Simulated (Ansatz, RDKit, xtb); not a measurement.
# GeSiH6O2: ranking a sample of isomers

A sample of isomers of GeSiH6O2 is drawn. Aim: find which of them has the lowest free energy at 298.15 K, then its properties. The sample is small against all isomers, and the most stable one of this formula need not be in it.

The funnel: GFN2-xTB relaxations, single points with a density functional, relaxations at B3LYP-D3(BJ)/def2-SVP, harmonic vibrations, and a last energy at a higher level. All values are calculated.

**1. Possible bonding patterns**

Isomers were taken from a list of plausible structures; this is a sample, not all of them. That gives 3 candidates.

```csv
label,SMILES,spin
c197,O[SiH](O)[GeH3],singlet
c333,O[SiH2][GeH2][OH],singlet
c451,[OH][GeH]([OH])[SiH3],singlet
```

Candidates are built by distance geometry, with a force field where one applies, in up to four conformers (letters a to d).

**2. Search with GFN2-xTB**

All 3 starts are relaxed the same way. One of them, c197a (taken from a list of positional isomers, embedded by distance geometry and UFF), in full:

Input file start.xyz:

```xyz
10
c197a
Ge    -0.455122    -0.089093     1.962301
O     -1.634323    -2.494033    -0.021316
O      0.423436    -3.260130     1.758797
Si    -0.137101    -1.997581     0.699477
H     -2.265387    -2.605129     0.728220
H      0.830720    -1.716649    -0.392515
H     -0.233290    -3.352689     2.424822
H      0.852412     0.342407     2.592262
H     -0.996706     1.095735     1.037236
H     -1.492690    -0.374644     3.070501
```

Command:

```
$ xtb start.xyz --gfn 2 --opt
```

Standard output, shortened:

```text
* xtb version 6.7.1
[...]
          :  # basis functions                  34          :
[...]
          :  # electrons                        26          :
[...]
          :  Hamiltonian                  GFN2-xTB          :
[...]
          :  net charge                          0          :
          :  unpaired electrons                  0          :
[...]
   *** convergence criteria satisfied after 13 iterations ***
[...]
   *** GEOMETRY OPTIMIZATION CONVERGED AFTER 18 ITERATIONS ***
[...]
   *** convergence criteria satisfied after 3 iterations ***
[...]
         ::                     SUMMARY                     ::
         :::::::::::::::::::::::::::::::::::::::::::::::::::::
         :: total energy             -14.939705276280 Eh    ::
         :: gradient norm              0.000460604913 Eh/a0 ::
         :: HOMO-LUMO gap              5.458739616728 eV    ::
         ::.................................................::
         :: SCC energy               -15.037498365865 Eh    ::
         :: -> isotropic ES            0.061761398529 Eh    ::
         :: -> anisotropic ES          0.001179597425 Eh    ::
         :: -> anisotropic XC          0.001562550500 Eh    ::
         :: -> dispersion             -0.005513279914 Eh    ::
         :: repulsion energy           0.097793089585 Eh    ::
         :: add. restraining           0.000000000000 Eh    ::
         :: total charge               0.000000000000 e     ::
         :::::::::::::::::::::::::::::::::::::::::::::::::::::
[...]
        13        2.0000           -0.3856701             -10.4946 (HOMO)
        14                         -0.1850651              -5.0359 (LUMO)
[...]
     #   Z          covCN         q      C6AA      α(0)
     1  32          3.748     0.019   171.523    23.509
     2   8          1.576    -0.481    22.535     6.406
     3   8          1.576    -0.481    22.535     6.406
     4  14          3.402     0.553   105.226    20.185
     5   1          0.808     0.305     0.704     1.318
     6   1          0.922    -0.061     4.377     3.272
     7   1          0.808     0.306     0.704     1.318
     8   1          0.938    -0.050     4.098     3.165
     9   1          0.938    -0.051     4.111     3.170
    10   1          0.935    -0.058     4.288     3.238
[...]
     #   Z sym  total        # sym  WBO       # sym  WBO       # sym  WBO
 ---------------------------------------------------------------------------
     1  32      3.478 --     9      0.895     8      0.895    10      0.888
                             4      0.692
     2   8      2.176 --     4      1.182     5      0.884
     3   8      2.176 --     4      1.183     7      0.884
     4  14      4.095 --     3      1.183     2      1.182     6      0.870
                             1      0.692
     5   1      0.907 --     2      0.884
     6   1      0.996 --     4      0.870
     7   1      0.907 --     3      0.884
     8   1      0.997 --     1      0.895
     9   1      0.997 --     1      0.895
    10   1      0.997 --     1      0.888
 ---------------------------------------------------------------------------
[...]
molecular dipole:
                 x           y           z       tot (Debye)
 q only:       -0.349      -0.128       0.358
   full:       -0.527      -0.270       0.505       1.978
molecular quadrupole (traceless):
[...]
          | TOTAL ENERGY              -14.939705276280 Eh   |
          | GRADIENT NORM               0.000460604913 Eh/α |
          | HOMO-LUMO GAP               5.458739616728 eV   |
           -------------------------------------------------
[...]
```

Wall time 0.07 s (2 threads of Arm Neoverse V2, shared host).

**3. Distinct minima at GFN2-xTB**

3 of the 3 relaxations converged. 3 distinct structures remain:

```csv
label,start,SMILES after,spin,energy (kcal/mol)
c197a,drawn,O[SiH](O)[GeH3],singlet,0.0
c333a,drawn,O[SiH2][GeH2][OH],singlet,8.0
c451a,drawn,[OH][GeH]([OH])[SiH3],singlet,19.5
```

**4. Screening with a density functional**

A choice of the minima (the low ones first, few conformers of a pattern, up to a cap) and the lowest that fell apart get a single point at r2SCAN-D4/def2-SVP on the tight-binding geometry, and one at HF/STO-3G for comparison. The lowest singlets are also tried as triplets at the same geometry (label ending in t). The first, c197a:

Input file input.yaml:

```yaml
basis:
  gaussian:
    orbitals: def2-SVP
crystal:
  periodic: [false, false, false]
  atoms:
    - {symbol: Ge, position_ang: [-0.489940, -0.122049, 1.958983]}
    - {symbol: O, position_ang: [-1.578311, -2.501860, -0.009539]}
    - {symbol: O, position_ang: [0.406017, -3.259192, 1.664123]}
    - {symbol: Si, position_ang: [-0.191013, -2.080288, 0.721096]}
    - {symbol: H, position_ang: [-2.441780, -2.354242, 0.365405]}
    - {symbol: H, position_ang: [0.754750, -2.025568, -0.373190]}
    - {symbol: H, position_ang: [0.190249, -3.366084, 2.586267]}
    - {symbol: H, position_ang: [0.731617, 0.428302, 2.629505]}
    - {symbol: H, position_ang: [-1.028717, 1.055297, 1.204612]}
    - {symbol: H, position_ang: [-1.460923, -0.226121, 3.112523]}
hamiltonian:
  xc: r2scan
  dispersion: d4
scf:
  lower_state_search: off
output: {orbitals: {seedname: orbitals}}
```

Command:

```
$ ansatz run input.yaml --threads 2 --pin off --max-ram 5220MiB --events-out events.jsonl --progress --plain --runs-dir runs
```

Standard output, shortened:

```text
Warning: RAYON_NUM_THREADS=2 ignored (pool sized by the plan → 2); use --threads N
Functional definition: r2SCAN
  name "r2SCAN"
[...]
1181 factors; their error is unknown
[...]
mean field -68573.90295735 eV, -2520.0444526217 hartree, gradient 1.1e-6 eV, S^2 0.000000; 0 other end points of the search recorded, 0 dependent functions left out
reference -68573.90296797 eV, -2520.0444530121 hartree; 34, 34 occupied and 74, 74 virtual orbitals, 1181 factors
Total energy: -68573.95075750 eV, -2520.0462092449 hartree
Checks for a lower state left out: stability, starts, cluster_reference, orbital_swaps, neighbouring_geometries, increment
```

It took 1.7 s on 2 threads of Arm Neoverse V2, shared host; peak memory 0.14 GiB.

Relative energies in kcal/mol, each column from its lowest structure that stays in one piece:

```csv
label,SMILES,spin,GFN2-xTB,HF/STO-3G,r2SCAN-D4/def2-SVP
c197a,O[SiH](O)[GeH3],singlet,0.0,0.0,0.0
c333a,O[SiH2][GeH2][OH],singlet,8.0,11.7,18.5
c451a,[OH][GeH]([OH])[SiH3],singlet,19.5,7.7,24.4
c197at,O[SiH](O)[GeH3],triplet,–,–,135.7
c333at,O[SiH2][GeH2][OH],triplet,–,–,142.2
c451at,[OH][GeH]([OH])[SiH3],triplet,–,–,159.6
```

**5. Relaxing the best candidates**

3 candidates are relaxed at B3LYP-D3(BJ)/def2-SVP (chosen among the lowest in one piece). The first, c197a:

Input file input.yaml:

```yaml
crystal:
  periodic: [false, false, false]
  atoms:
    - symbol: Ge
      position_ang: [-0.489940, -0.122049, 1.958983]
    - symbol: O
      position_ang: [-1.578311, -2.501860, -0.009539]
    - symbol: O
      position_ang: [0.406017, -3.259192, 1.664123]
    - symbol: Si
      position_ang: [-0.191013, -2.080288, 0.721096]
    - symbol: H
      position_ang: [-2.441780, -2.354242, 0.365405]
    - symbol: H
      position_ang: [0.754750, -2.025568, -0.373190]
    - symbol: H
      position_ang: [0.190249, -3.366084, 2.586267]
    - symbol: H
      position_ang: [0.731617, 0.428302, 2.629505]
    - symbol: H
      position_ang: [-1.028717, 1.055297, 1.204612]
    - symbol: H
      position_ang: [-1.460923, -0.226121, 3.112523]
basis:
  gaussian: {orbitals: def2-SVP}
relax: {f_tol: 0.003}
hamiltonian: {xc: {name: B3LYP}, dispersion: d3bj}
scf: {lower_state_search: off}
```

Command:

```
$ ansatz run input.yaml --threads 2 --pin off --max-ram 5220MiB --events-out events.jsonl --progress --plain --runs-dir runs
```

Standard output, shortened:

```text
Warning: RAYON_NUM_THREADS=2 ignored (pool sized by the plan → 2); use --threads N
[...]
Functional definition: B3LYP
  name "B3LYP"
[...]
1116 factors; integrals over basis functions are off by at most 3.4e-4 eV
[...]
mean field -68578.56153138 eV, -2520.2156520597 hartree, gradient 6.6e-6 eV, S^2 0.000000; 0 other end points of the search recorded, 0 dependent functions left out
[...]
reference -68578.56179314 eV, -2520.2156616791 hartree; 34, 34 occupied and 74, 74 virtual orbitals, 1116 factors
relax step   1: F+E_penalty+E_count = -68578.92605982 eV  Δ(F+E_penalty+E_count) = +0.000e0 eV  max|allowed force component| = 9.069e-1 eV/Å  Δτ_max = 0.0000 Å  (14 SCF iters, accepted)
[...]
relax step   6: F+E_penalty+E_count = -68579.16287845 eV  Δ(F+E_penalty+E_count) = -1.311e-3 eV  max|allowed force component| = 9.870e-2 eV/Å  Δτ_max = 0.0486 Å  (18 SCF iters, accepted)
[...]
Atom 1 at    -1.615227    -2.481515    -0.030566 Å, force     0.000147     0.000940    -0.000334 eV/Å
Atom 2 at     0.440749    -3.259546     1.699433 Å, force     0.000504     0.001160     0.000306 eV/Å
Atom 3 at    -0.168766    -2.075302     0.694705 Å, force    -0.000019     0.001280     0.000953 eV/Å
Atom 4 at    -2.420096    -2.418934     0.496370 Å, force    -0.001037    -0.000333     0.000767 eV/Å
Atom 5 at     0.806781    -1.950185    -0.407901 Å, force     0.000378    -0.001793    -0.002158 eV/Å
Atom 6 at     0.049404    -3.356150     2.575199 Å, force    -0.000115    -0.000171     0.000965 eV/Å
Atom 7 at     0.824088     0.411132     2.643382 Å, force    -0.000755     0.000304     0.000443 eV/Å
Atom 8 at    -1.044126     1.090565     1.119943 Å, force     0.000750     0.000387     0.000838 eV/Å
Atom 9 at    -1.502117    -0.342961     3.100933 Å, force    -0.000200    -0.001872    -0.001442 eV/Å
Dipole moment:    -0.294055     0.018083     0.355661 e Å
Checks for a lower state left out: stability, starts, cluster_reference, orbital_swaps, neighbouring_geometries, increment
```

Run time: 13 s. Hardware: 2 threads of Arm Neoverse V2, shared host; peak memory 0.22 GiB.

Energy change by step (eV): 0.0000, -0.1921, -0.2168, -0.2133, -0.2355, -0.2368, -0.2372.

After the run. Bond lengths: Ge1–Si4 2.397 Å, O2–Si4 1.668 Å, O3–Si4 1.668 Å, O2–H5 0.964 Å, Si4–H6 1.478 Å, O3–H7 0.964 Å, Ge1–H8 1.544 Å, Ge1–H9 1.544 Å, Ge1–H10 1.551 Å. Some angles: Ge1–Si4–O2 108.8°, Ge1–Si4–O3 108.8°, O2–Si4–O3 113.9°, Ge1–Si4–H6 114.3°, O2–Si4–H6 105.6°, O3–Si4–H6 105.6°, Si4–Ge1–H8 112.6°, Si4–Ge1–H9 112.6°, Si4–Ge1–H10 109.0°, Si4–O2–H5 118.1°.

**6. After refinement**

```csv
label,spin,r2SCAN-D4/def2-SVP (kcal/mol),"B3LYP-D3(BJ)/def2-SVP, relaxed (kcal/mol)",time
c197a,singlet,0.0,0.0,13 s
c333a,singlet,18.5,16.2,32 s
c451a,singlet,24.4,24.8,18 s
```

c197a: Bond lengths: Ge1–Si4 2.397 Å, O2–Si4 1.668 Å, O3–Si4 1.668 Å, O2–H5 0.964 Å, Si4–H6 1.478 Å, O3–H7 0.964 Å, Ge1–H8 1.544 Å, Ge1–H9 1.544 Å, Ge1–H10 1.551 Å. Some angles: Ge1–Si4–O2 108.8°, Ge1–Si4–O3 108.8°, O2–Si4–O3 113.9°, Ge1–Si4–H6 114.3°, O2–Si4–H6 105.6°, O3–Si4–H6 105.6°, Si4–Ge1–H8 112.6°, Si4–Ge1–H9 112.6°, Si4–Ge1–H10 109.0°, Si4–O2–H5 118.1°.

c333a: Bond lengths: Ge1–O3 1.825 Å, Ge1–Si4 2.404 Å, O2–Si4 1.665 Å, O2–H5 0.977 Å, Si4–H6 1.491 Å, Si4–H7 1.491 Å, Ge1–H8 1.549 Å, Ge1–H9 1.549 Å, O3–H10 0.965 Å. Some angles: O3–Ge1–Si4 92.3°, Ge1–Si4–O2 100.1°, Ge1–O3–H10 116.0°, O3–Ge1–H8 108.6°, O3–Ge1–H9 108.7°, Si4–Ge1–H8 118.6°, Si4–Ge1–H9 118.6°, Ge1–Si4–H6 112.0°, Ge1–Si4–H7 112.0°, O2–Si4–H6 112.2°.

c451a: Bond lengths: Ge1–O2 1.794 Å, Ge1–O3 1.794 Å, Ge1–Si4 2.393 Å, O2–H5 0.967 Å, Ge1–H6 1.543 Å, O3–H7 0.967 Å, Si4–H8 1.490 Å, Si4–H9 1.491 Å, Si4–H10 1.491 Å. Some angles: O2–Ge1–O3 109.3°, O2–Ge1–Si4 104.1°, O3–Ge1–Si4 112.4°, Ge1–O2–H5 112.5°, O2–Ge1–H6 111.0°, O3–Ge1–H6 102.3°, Si4–Ge1–H6 117.7°, Ge1–O3–H7 112.3°, Ge1–Si4–H8 110.4°, Ge1–Si4–H9 108.9°.

(Part 1 of 2 ends here.)
